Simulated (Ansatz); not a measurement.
# CeSi2Ni: the cost of one run

Computed with Ansatz 0.2.0 (reference: DFT r2SCAN, plane waves, PAW, scalar-relativistic, no spin polarisation, unless a step's input says otherwise).

1 further run of the same task is left out (it didn't finish).

## Step 1: The system as given

The structure is orthorhombic, space group Cmcm (No. 63). The conventional cell has a = 4.137 Å, b = 16.351 Å, c = 4.099 Å, α = 90.00°, β = 90.00°, γ = 90.00°. Si (site symmetry m2m) is surrounded by 1 Ni at 2.28 Å and 2 Si at 2.48 Å and 6 Ce at 3.10 to 3.23 Å. Around Ce (site symmetry m2m) lie 10 Si at 3.08 to 3.23 Å and 5 Ni at 3.15 to 3.42 Å. Around Si (site symmetry m2m) lie 4 Ni at 2.32 to 2.36 Å and 4 Ce at 3.08 to 3.11 Å. Ni (site symmetry m2m) has 5 Si at 2.28 to 2.36 Å as nearest neighbours.

As a file:

```cif
data_structure
_symmetry_space_group_name_H-M 'Cmcm'
_symmetry_Int_Tables_number 63
_cell_length_a 4.1370
_cell_length_b 16.3508
_cell_length_c 4.0993
_cell_angle_alpha 90.000
_cell_angle_beta 90.000
_cell_angle_gamma 90.000
_cell_volume 277.29
loop_
_atom_site_label
_atom_site_type_symbol
_atom_site_symmetry_multiplicity
_atom_site_Wyckoff_symbol
_atom_site_fract_x
_atom_site_fract_y
_atom_site_fract_z
_atom_site_occupancy
Si1 Si 4 c 0.50000 0.95720 0.25000 1
Ce1 Ce 4 c 0.50000 0.60870 0.25000 1
Si2 Si 4 c 0.00000 0.74830 0.25000 1
Ni1 Ni 4 c 0.50000 0.81790 0.25000 1
```

## Step 2: Baseline

The input, input.yaml:

```yaml
crystal:
  lattice:
    - [4.137024, 0.0, 0.0]
    - [2.068512, -8.175385, 0.0]
    - [0.0, 0.0, -4.099257]
  atoms:
    - { symbol: Si, position: [0.4572, 0.0856, 0.75] }
    - { symbol: Si, position: [0.5428, 0.9144, 0.25] }
    - { symbol: Ce, position: [0.1087, 0.7826, 0.75] }
    - { symbol: Ce, position: [0.8913, 0.2174, 0.25] }
    - { symbol: Si, position: [0.7483, 0.5034, 0.75] }
    - { symbol: Si, position: [0.2517, 0.4966, 0.25] }
    - { symbol: Ni, position: [0.3179, 0.3642, 0.75] }
    - { symbol: Ni, position: [0.6821, 0.6358, 0.25] }
  symmetry: { tolerance: 0.0003 }
kpoints:
  mp_grid: { grid: [5, 5, 5], shift: [0, 0, 0] }
magnetization:
  spin_polarized: false
scf:
  occupations: { method: fermi_dirac, width: 0.0934 }
hamiltonian:
  pseudopotentials: { kind: paw }
  xc: r2scan
basis:
  ecutwfc: 500
output:
  forces: true
  stress: true
  eigenvalues: true
```

Command:

```
> ansatz run input.yaml --threads 1 --pin off --max-ram 2560MiB --backend cpu --events-out ev --progress --plain --runs-dir out
```

**Question.** How long does this run take on 1 thread of AMD EPYC 9R45 (Zen 5), shared host, and how much memory does it need?

About 36 s, with a peak of 0.8 GiB.
